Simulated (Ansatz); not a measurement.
# CH₆N₂O₂W: vertical ionisation energy

An exercise on one series of results from a longer session: the logs are not shown, and one member is left open.

Computed with Ansatz 0.2.0, Gaussian basis. Level: unrestricted cation, the program's frozen cores in correlated methods.

Levels to be run: UKS PBE-D4/def2-TZVPP; UKS r2SCAN-D4/def2-TZVPP; UKS PBE0-D4/def2-TZVPP; UKS B3LYP-D4/def2-TZVPP; UKS wB97X-V/def2-TZVPP; UKS wB97M-V/def2-TZVPP; UKS B2PLYP/def2-TZVPP; UHF-CCSD(T)/def2-TZVPP; UHF-MP2/def2-QZVPP; extrapolation to the limit; then −ε(HOMO) from the neutral's earlier runs with LDA (SPW92), PBE-D4, revPBE-D4, BLYP-D4, r2SCAN-D4, B97M-V, PBE0-D4, B3LYP-D4, r2SCANh-D4, r2SCAN0-D4, HSE06-D4, BHLYP-D4, CAM-B3LYP-D4, LC-ωPBE, ωB97X-V, ωB97M-V.

## The relaxed structure

The geometry comes from an earlier relaxation with PBE0-D4 in a triple-zeta def2 set; it is a stationary point, not always the lowest conformer. W takes the def2 core potential; no spin-orbit term is included.

SMILES `C[O][W](=[NH])(=[NH])[OH]`, 12 atoms, charge 0, spin multiplicity 1.

Atoms are counted from 1 here; the program's logs count them from 0.

Bond lengths: C1–O2 1.403 Å, C1–H7 1.094 Å, C1–H8 1.094 Å, C1–H9 1.093 Å, O2–W3 1.879 Å, W3–N4 1.752 Å, W3–N5 1.752 Å, W3–O6 1.907 Å, N4–H10 1.006 Å, N5–H11 1.007 Å, O6–H12 0.959 Å. Angles: O2–C1–H7 109.6°, O2–C1–H8 111.3°, O2–C1–H9 109.0°, H7–C1–H8 109.1°, H7–C1–H9 108.6°, H8–C1–H9 109.1°, C1–O2–W3 135.6°, O2–W3–N4 108.7°, O2–W3–N5 107.9°, O2–W3–O6 111.3°, N4–W3–N5 112.4°, N4–W3–O6 108.9°, N5–W3–O6 107.7°, W3–N4–H10 158.5°, W3–N5–H11 155.5°, W3–O6–H12 119.7°.

The first run:

The input, in.yaml:

```yaml
crystal:
  periodic: [false, false, false]
  atoms:
    - {symbol: C, position_ang: [-0.140227, -1.677880, 1.408403]}
    - {symbol: O, position_ang: [0.358044, -0.425064, 1.018855]}
    - {symbol: W, position_ang: [0.058316, 0.750841, -0.416101]}
    - {symbol: N, position_ang: [1.593804, 1.105971, -1.180671]}
    - {symbol: N, position_ang: [-1.072029, -0.015732, -1.514101]}
    - {symbol: O, position_ang: [-0.726632, 2.383802, 0.177639]}
    - {symbol: H, position_ang: [0.646989, -2.431720, 1.313685]}
    - {symbol: H, position_ang: [-0.995998, -1.974577, 0.794531]}
    - {symbol: H, position_ang: [-0.451975, -1.627639, 2.455264]}
    - {symbol: H, position_ang: [2.304312, 1.119084, -1.893146]}
    - {symbol: H, position_ang: [-1.384714, -0.383899, -2.397931]}
    - {symbol: H, position_ang: [-0.189890, 3.176792, 0.233574]}
basis:
  gaussian: {orbitals: def2-TZVPP}
total_charge: 1
magnetization: {spin_polarized: true, initial_magnetization: 1}
hamiltonian: {xc: pbe, dispersion: d4}
```

On the command line:

```sh
$ ansatz run in.yaml --threads 2 --pin off --events-out ev --progress --plain --max-ram 22528MiB --backend cuda --devices 0, --max-vram 18GiB
```

Steps of the session up to this table: Cation, UKS PBE-D4/def2-TZVPP; Cation, UKS r2SCAN-D4/def2-TZVPP; Cation, UKS PBE0-D4/def2-TZVPP; Cation, UKS B3LYP-D4/def2-TZVPP; Cation, UKS wB97X-V/def2-TZVPP; Cation, UKS wB97M-V/def2-TZVPP; Cation, UKS B2PLYP (frozen core)/def2-TZVPP; Cation, UHF-CCSD(T)/def2-TZVPP; Cation, UHF-MP2/def2-QZVPP.

One table of the session follows, with a row left open; its other results are not shown here.

For comparison, −ε(HOMO) of the neutral from earlier runs:

| functional | −ε(HOMO) (eV) |
| --- | --- |
| LDA (SPW92) | 6.19 |
| PBE-D4 | 6.00 |
| revPBE-D4 | 5.93 |
| BLYP-D4 | 5.88 |
| r2SCAN-D4 | 6.29 |
| B97M-V | 6.35 |
| PBE0-D4 | 7.37 |
| B3LYP-D4 | 7.13 |
| r2SCANh-D4 | 6.80 |
| r2SCAN0-D4 | 7.57 |
| HSE06-D4 | 6.97 |
| BHLYP-D4 | 8.63 |
| CAM-B3LYP-D4 | 8.73 |
| LC-ωPBE | 10.05 |
| ωB97X-V | 9.71 |
| ωB97M-V | ? |

Estimate the missing values for ωB97M-V.

**Answer.** −ε(HOMO) (eV): 9.63. In the column «−ε(HOMO) (eV)» it lies between CAM-B3LYP-D4 (8.73) and ωB97X-V (9.71).
